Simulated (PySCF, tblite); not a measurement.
# C₈H₁₂Ge: geometry, infrared bands and NMR shifts

Wanted: the infrared bands and NMR shifts of C₈H₁₂Ge (`C=C=C=C([CH2][GeH3])CC=C`), by calculation.

Computed with tblite 0.8.0 and PySCF 2.14.0, with density-fitted response routines of our own, on a single molecule in the gas phase. Atoms count from 0, in the outputs and in this text.

## (1) Starting geometry

21 atoms, charge 0, multiplicity 1; geometry from: force field or distance geometry start.

Bonds of the start (Å): C0–C1 1.32, C1–C2 1.28, C2–C3 1.33, C3–C4 1.45, C4–Ge5 1.93, C3–C6 1.47, C6–C7 1.47, C7–C8 1.33, C0–H9 1.08, C0–H10 1.08, C4–H11 1.13, C4–H12 1.10, Ge5–H13 1.58, Ge5–H14 1.54, Ge5–H15 1.54, C6–H16 1.10, C6–H17 1.11, C7–H18 1.09, C8–H19 1.08, C8–H20 1.09.

## (2) Relaxing the molecule with GFN2-xTB

Job settings and geometry (Å):

```
{"job": {"kind": "relax", "xc": "GFN2-xTB", "basis": "xTB"}, "charge": 0, "multiplicity": 1}
C      3.615200    -2.303300    -0.215600
C      2.520800    -1.565300    -0.172600
C      1.448800    -0.863900    -0.116600
C      0.329400    -0.151100    -0.091600
C      0.279800     1.080200    -0.858500
Ge    -0.044100     2.667000     0.189100
C     -0.778500    -0.662100     0.734100
C     -2.013800    -0.933300    -0.021100
C     -3.179700    -0.340000     0.219700
H      3.789100    -3.016300     0.573500
H      4.302100    -2.183800    -1.045400
H     -0.530900     1.051900    -1.649900
H      1.234500     1.186200    -1.401100
H      1.374100     3.303800     0.463500
H     -0.665700     2.409800     1.571700
H     -0.885800     3.674500    -0.623300
H     -0.456200    -1.595500     1.219400
H     -1.049900     0.143700     1.451200
H     -1.953600    -1.674200    -0.822900
H     -4.016300    -0.620800    -0.403900
H     -3.328300     0.409500     0.999800
```

Launch:

```
$ OMP_NUM_THREADS=1 python probes_run.py task.json out
```

This one command runs all jobs of the session in turn.

The program printed:

```text
step      E/eV     max force
  0    -680.52169    2.127
  1    -680.69601    2.650
  2    -680.72685    2.214
  3    -680.79597    0.470
  4    -680.82412    0.419
  5    -680.85459    0.680
  6    -680.88156    0.453
  7    -680.90432    0.262
  8    -680.91458    0.263
  9    -680.92629    0.345
 10    -680.93793    0.381
 11    -680.95075    0.289
 12    -680.96245    0.297
 13    -680.97318    0.301
 14    -680.98198    0.298
 15    -680.98809    0.219
 16    -680.99220    0.166
 17    -680.99545    0.174
 18    -680.99854    0.170
 19    -681.00079    0.113
 20    -681.00202    0.070
 21    -681.00293    0.072
 22    -681.00403    0.097
 23    -681.00525    0.114
 24    -681.00641    0.103
 25    -681.00735    0.077
 26    -681.00822    0.067
 27    -681.00914    0.068
 28    -681.01007    0.074
 29    -681.01093    0.066
 30    -681.01178    0.070
 31    -681.01275    0.071
 32    -681.01396    0.085
 33    -681.01537    0.094
 34    -681.01671    0.085
 35    -681.01785    0.069
 36    -681.01890    0.074
 37    -681.02001    0.072
 38    -681.02119    0.080
 39    -681.02224    0.082
 40    -681.02301    0.059
 41    -681.02359    0.046
 42    -681.02414    0.054
 43    -681.02474    0.061
 44    -681.02534    0.057
 45    -681.02586    0.049
 46    -681.02632    0.048
 47    -681.02680    0.054
 48    -681.02735    0.060
 49    -681.02791    0.054
 50    -681.02842    0.052
 51    -681.02887    0.064
 52    -681.02938    0.061
 53    -681.03008    0.055
 54    -681.03104    0.073
 55    -681.03218    0.077
 56    -681.03332    0.092
 57    -681.03439    0.095
 58    -681.03562    0.077
 59    -681.03700    0.088
 60    -681.03838    0.085
 61    -681.03946    0.069
 62    -681.04050    0.065
 63    -681.04144    0.059
 64    -681.04238    0.066
 65    -681.04321    0.062
 66    -681.04423    0.090
 67    -681.04549    0.114
 68    -681.04697    0.104
 69    -681.04795    0.078
 70    -681.04899    0.055
 71    -681.04953    0.048
 72    -681.04998    0.040
 73    -681.05035    0.041
 74    -681.05066    0.038
 75    -681.05092    0.038
 76    -681.05113    0.033
 77    -681.05126    0.024
 78    -681.05136    0.024
 79    -681.05147    0.033
 80    -681.05161    0.035
 81    -681.05178    0.033
 82    -681.05194    0.039
 83    -681.05209    0.032
 84    -681.05227    0.032
 85    -681.05248    0.036
 86    -681.05273    0.033
 87    -681.05295    0.039
 88    -681.05312    0.032
 89    -681.05325    0.020
 90    -681.05337    0.026
 91    -681.05348    0.023
 92    -681.05359    0.025
 93    -681.05370    0.024
 94    -681.05383    0.024
 95    -681.05401    0.036
 96    -681.05427    0.047
 97    -681.05458    0.047
 98    -681.05485    0.034
 99    -681.05504    0.035
100    -681.05518    0.057
101    -681.05539    0.043
102    -681.05564    0.036
103    -681.05586    0.019
104    -681.05598    0.021
105    -681.05608    0.031
106    -681.05615    0.053
107    -681.05622    0.036
108    -681.05628    0.016
109    -681.05632    0.015
110    -681.05635    0.014
111    -681.05642    0.020
112    -681.05648    0.020
113    -681.05652    0.013
114    -681.05654    0.012
115    -681.05657    0.012
116    -681.05661    0.016
117    -681.05665    0.018
118    -681.05669    0.014
119    -681.05672    0.016
120    -681.05675    0.017
121    -681.05679    0.017
122    -681.05682    0.019
123    -681.05686    0.015
124    -681.05689    0.013
125    -681.05692    0.017
126    -681.05695    0.019
127    -681.05699    0.017
128    -681.05705    0.020
129    -681.05713    0.021
130    -681.05723    0.030
131    -681.05736    0.034
132    -681.05748    0.026
133    -681.05759    0.026
134    -681.05770    0.030
135    -681.05782    0.032
136    -681.05791    0.036
137    -681.05798    0.020
138    -681.05803    0.017
139    -681.05810    0.017
140    -681.05815    0.018
141    -681.05823    0.015
142    -681.05827    0.011
143    -681.05830    0.011
144    -681.05832    0.016
145    -681.05836    0.020
146    -681.05841    0.021
147    -681.05846    0.020
148    -681.05851    0.016
149    -681.05856    0.016
150    -681.05860    0.016
151    -681.05865    0.016
152    -681.05871    0.016
153    -681.05876    0.018
154    -681.05882    0.017
155    -681.05887    0.014
156    -681.05891    0.015
157    -681.05894    0.012
158    -681.05897    0.013
159    -681.05899    0.011
160    -681.05900    0.007
```

Wall time 1.1 s (1 thread of Arm Neoverse V2, shared host); peak memory 0.24 GiB.

Along the way: (not every step is listed)

```csv
step,energy from step 0 (eV),largest force (eV/Å)
0,0.0000,2.1273
1,-0.1743,2.6499
2,-0.2052,2.2137
3,-0.2743,0.4703
4,-0.3024,0.4193
5,-0.3329,0.6798
6,-0.3599,0.4529
7,-0.3826,0.2621
8,-0.3929,0.2630
22,-0.4823,0.0975
36,-0.4972,0.0740
50,-0.5067,0.0525
64,-0.5207,0.0662
78,-0.5297,0.0241
92,-0.5319,0.0248
106,-0.5345,0.0527
120,-0.5351,0.0168
134,-0.5360,0.0297
148,-0.5368,0.0163
155,-0.5372,0.0144
156,-0.5372,0.0148
157,-0.5372,0.0120
158,-0.5373,0.0133
159,-0.5373,0.0107
160,-0.5373,0.0067
```

Close pairs (by a distance rule), those that changed most:

```csv
bond,before (Å),after (Å),change (Å)
Ge5–H13,1.579,1.495,-0.084
C4–Ge5,1.929,1.986,+0.057
Ge5–H15,1.544,1.497,-0.047
C4–H11,1.133,1.093,-0.040
Ge5–H14,1.538,1.498,-0.040
C3–C4,1.451,1.491,+0.040
C3–C6,1.473,1.509,+0.036
C1–C2,1.282,1.257,-0.025
```

The end geometry stands in the next job.

## (3) Infrared spectrum with GFN2-xTB

Job settings and geometry (Å):

```
{"job": {"kind": "ir", "xc": "GFN2-xTB", "basis": "xTB"}, "charge": 0, "multiplicity": 1}
C      3.642399    -2.191445    -0.331131
C      2.522742    -1.519593    -0.244748
C      1.446688    -0.875148    -0.158666
C      0.317494    -0.204271    -0.073124
C      0.063920     1.025179    -0.877681
Ge     0.078188     2.672602     0.230663
C     -0.783253    -0.635906     0.864057
C     -1.997483    -1.047352     0.089374
C     -3.126798    -0.365119     0.059456
H      3.817343    -3.074086     0.263029
H      4.430594    -1.887959    -1.001292
H     -0.912376     0.953717    -1.363789
H      0.824142     1.130834    -1.653561
H      1.278045     2.716014     1.121132
H     -1.129560     2.791296     1.108599
H      0.100443     3.890377    -0.639708
H     -0.433499    -1.471955     1.474316
H     -1.033014     0.205743     1.520091
H     -1.884966    -1.952914    -0.493274
H     -3.973764    -0.684620    -0.524196
H     -3.256204     0.541550     0.629982
```

The program printed:

```text
mode    cm-1     km/mol
  1      13.2      0.08
  2      35.5      0.10
  3      59.0      0.02
  4      75.4      0.09
  5      96.3      0.13
  6     153.9      0.17
  7     159.3      1.53
  8     218.3      0.09
  9     248.9      0.96
 10     302.6      2.01
 11     402.7      2.23
 12     438.8     10.54
 13     446.6     31.07
 14     450.8     26.75
 15     470.9      4.96
 16     507.0      3.06
 17     521.5     12.68
 18     632.9     14.88
 19     639.4     30.48
 20     752.2     59.36
 21     774.3    501.99
 22     801.2     81.88
 23     809.9     42.22
 24     860.2     91.83
 25     869.0    110.06
 26     893.0     11.74
 27     913.6      8.97
 28     955.5      1.85
 29     972.8      1.80
 30    1020.7     15.93
 31    1044.6     44.78
 32    1076.2      2.88
 33    1156.4      1.60
 34    1172.3     43.56
 35    1208.5      5.53
 36    1218.7     58.41
 37    1264.9      4.72
 38    1292.6      9.84
 39    1396.8      6.24
 40    1411.9      2.13
 41    1428.6      2.34
 42    1449.4      1.92
 43    1709.1     14.16
 44    1722.8      5.66
 45    1970.3    148.18
 46    2054.9    478.72
 47    2073.1    436.28
 48    2184.3    108.70
 49    2920.7     44.10
 50    2935.4     30.73
 51    2966.5     29.73
 52    2972.7     28.28
 53    3054.5     30.35
 54    3074.3     26.39
 55    3084.0     25.36
 56    3086.6     30.65
 57    3119.0     57.21
```

Wall time 0.81 s (1 thread of Arm Neoverse V2, shared host); peak memory 0.24 GiB.

The strongest bands and the atoms that carry them (share of the mass-weighted mode):

```csv
cm⁻¹,km/mol,atoms
774,502.0,"H13 33 %, H14 31 %, H15 30 %"
801,81.9,"C4 18 %, C6 15 %, H11 14 %, H12 13 %"
860,91.8,"H13 48 %, H15 25 %, H14 20 %"
869,110.1,"H14 48 %, H15 33 %, H13 14 %"
1970,148.2,"H14 41 %, H15 35 %, H13 23 %"
2055,478.7,"H14 53 %, H15 43 %"
2073,436.3,"H13 73 %, H15 21 %"
2184,108.7,"C1 48 %, C2 44 %"
```

## (4) Nuclear shieldings: PBE0/pcSseg-1

Settings changed since step 3:

```diff
@@ -1,2 +1,2 @@
-{"job": {"kind": "ir", "xc": "GFN2-xTB", "basis": "xTB"}, "charge": 0, "multiplicity": 1}
+{"job": {"kind": "nmr", "xc": "PBE0", "basis": "pcSseg-1"}, "charge": 0, "multiplicity": 1}
 C      3.642399    -2.191445    -0.331131
```

Method: GIAO PBE0/pcSseg-1 NMR shielding, non-relativistic, gas phase.

The program printed:

```text
coarse grid: 78520 points
cycle   1  E = -2387.9583457343  dE =  4.736e-01  |g| = 9.191e-01  |ddm| = 4.591e+00
cycle   2  E = -2387.9415947479  dE =  1.675e-02  |g| = 9.202e-01  |ddm| = 1.189e+00
cycle   3  E = -2388.0391903924  dE = -9.760e-02  |g| = 1.254e-01  |ddm| = 7.037e-01
cycle   4  E = -2388.0401503607  dE = -9.600e-04  |g| = 9.779e-02  |ddm| = 1.994e-01
cycle   5  E = -2388.0427539181  dE = -2.604e-03  |g| = 1.744e-02  |ddm| = 1.039e-01
cycle   6  E = -2388.0428257337  dE = -7.182e-05  |g| = 5.045e-03  |ddm| = 1.855e-02
cycle   7  E = -2388.0428315353  dE = -5.802e-06  |g| = 2.033e-03  |ddm| = 6.543e-03
final grid: 167168 points
cycle   8  E = -2388.0428539025  dE =  1.640e-06  |g| = 3.313e-03  |ddm| = 8.507e-03
cycle   9  E = -2388.0428476556  dE =  6.247e-06  |g| = 5.843e-03  |ddm| = 8.872e-03
cycle  10  E = -2388.0428567883  dE = -9.133e-06  |g| = 5.054e-04  |ddm| = 5.545e-03
cycle  11  E = -2388.0428568517  dE = -6.345e-08  |g| = 1.380e-04  |ddm| = 5.385e-04
cycle  12  E = -2388.0428568571  dE = -5.406e-09  |g| = 1.555e-05  |ddm| = 1.531e-04
cycle  13  E = -2388.0428568572  dE = -4.366e-11  |g| = 5.533e-06  |ddm| = 2.126e-05
converged SCF energy = -2388.0428568572

GIAO shielding tensors (ppm)
atom      isotropic    diamagn.    paramagn.     s11        s22        s33       span
  0 C       93.338     267.309    -173.971     24.715     83.385    171.913    147.198
  1 C        6.142     260.000    -253.858    -32.554     22.834     28.146     60.701
  2 C       17.421     248.244    -230.823     -2.211      4.431     50.042     52.253
  3 C       55.531     268.445    -212.914    -13.654     22.036    158.212    171.866
  4 C      164.566     248.587     -84.021    141.485    164.508    187.706     46.221
  5 Ge    1562.277    2755.713   -1193.436   1471.147   1527.861   1687.824    216.677
  6 C      139.286     245.840    -106.554    120.314    144.005    153.539     33.225
  7 C       41.100     257.527    -216.427    -78.122     46.082    155.338    233.460
  8 C       62.016     254.093    -192.077    -50.565     79.426    157.186    207.752
  9 H       26.468      31.060      -4.592     24.384     25.311     29.709      5.325
 10 H       26.487      30.975      -4.488     24.374     25.399     29.689      5.315
 11 H       29.053      31.721      -2.667     24.746     28.094     34.319      9.573
 12 H       29.514      31.856      -2.342     24.125     28.698     35.720     11.595
 13 H       28.266      29.578      -1.313     21.752     23.540     39.505     17.753
 14 H       27.817      30.069      -2.252     20.647     24.226     38.577     17.930
 15 H       28.083      28.839      -0.756     21.566     22.353     40.330     18.764
 16 H       28.463      31.847      -3.384     24.631     27.817     32.940      8.309
 17 H       28.653      32.823      -4.170     25.384     29.806     30.768      5.385
 18 H       25.677      31.701      -6.024     22.692     26.046     28.292      5.599
 19 H       26.236      28.388      -2.153     23.376     25.430     29.900      6.524
 20 H       26.117      31.778      -5.661     22.471     25.745     30.134      7.663
```

It took 59 s on 1 thread of Arm Neoverse V2, shared host; peak memory 1.1 GiB.

Shifts follow as δ = σ(reference) − σ, with reference shieldings (ppm) from runs at the same level and on the same kind of geometry: 1H TMS 31.72, 13C TMS 186.9, 73Ge GeMe4 1331. The references are single molecules in the gas phase. Atoms listed in one row are averaged.

| atoms | environment | σ (ppm) | δ (ppm) |
| --- | --- | --- | --- |
| C1 | inner carbon of a cumulene | 6.1 | 180.8 |
| C2 | inner carbon of a cumulene | 17.4 | 169.5 |
| C7 | alkene CH | 41.1 | 145.8 |
| C3 | terminal carbon of a cumulated C=C=C unit | 55.5 | 131.4 |
| C8 | terminal =CH2 carbon | 62.0 | 124.9 |
| C0 | terminal carbon of a cumulated C=C=C unit | 93.3 | 93.6 |
| C6 | allylic sp3 CH2 | 139.3 | 47.6 |
| C4 | allylic sp3 CH2 bonded to Ge | 164.6 | 22.4 |
| H18 | hydrogen on an alkene CH | 25.68 | 6.04 |
| H20 | hydrogen on a terminal =CH2 carbon | 26.12 | 5.60 |
| H19 | hydrogen on a terminal =CH2 carbon | 26.24 | 5.48 |
| H9, H10 | hydrogen on a terminal carbon of a cumulated C=C=C unit | 26.48 | 5.24 |
| H13, H14, H15 | hydrogen on a germanium bonded to C | 28.06 | 3.66 |
| H16, H17 | hydrogen on an allylic sp3 CH2 | 28.56 | 3.16 |
| H11, H12 | hydrogen on an allylic sp3 CH2 bonded to Ge | 29.28 | 2.43 |
| Ge5 | germanium bonded to C, 3 H | 1562 | -231 |

Charges from the same density, by scheme (e):

```csv
atoms,Mulliken,IAO,Hirshfeld,ESP fit
C0,-0.20,-0.35,-0.11,-0.58
C1,-0.22,-0.02,-0.04,0.16
C2,0.28,-0.08,-0.05,-0.20
C3,-0.47,0.02,0.02,0.08
C4,-0.34,-0.49,-0.14,-0.31
Ge5,0.22,0.48,0.31,0.33
C6,-0.07,-0.26,-0.07,-0.21
C7,-0.24,-0.13,-0.03,-0.06
C8,-0.15,-0.32,-0.10,-0.49
```

Mayer bond orders: C0–C1 2.05, C1–C2 1.69, C2–C3 1.62, C3–C4 1.08, C4–Ge5 0.92, C3–C6 1.05, C6–C7 1.03, C7–C8 1.97.

## (5) Summary of results

| quantity | value |
| --- | --- |
| strongest single infrared mode (GFN2-xTB) | 774 cm⁻¹, 502 km/mol |
| zero-point energy (GFN2-xTB) | 99.4 kcal/mol |
| 13C shifts against TMS (PBE0/pcSseg-1) | 180.8, 169.5, 145.8, 131.4, 124.9, 93.6, 47.6, 22.4 ppm |
| 1H shifts against TMS (PBE0/pcSseg-1, means over atoms taken as alike) | 6.04, 5.60, 5.48, 5.24, 3.66, 3.16, 2.43 ppm |
| 73Ge shifts against GeMe4 (PBE0/pcSseg-1) | -231 ppm |

In words: Over 160 steps the energy fell by 0.537 eV; of the close pairs, Ge5–H13 changed most, 1.579 to 1.495 Å. No mode is imaginary among the 57: a minimum at this level. The strongest single mode, at 774 cm⁻¹, has its largest shares on H13, H14 and H15 (the list is cut at 3 atoms). GFN2-xTB is a fitted tight-binding method: band positions and strengths are rough. Its intensities can rank the bands wrongly. The most deshielded hydrogen is H18 (hydrogen on an alkene CH), at 6.04 ppm: olefinic region. At PBE0/pcSseg-1: Shielding is most anisotropic at C7 (span 233 ppm, paramagnetic term -216 ppm). Spin-orbit coupling is left out, which matters for shieldings and couplings at and beside the heavy atoms.
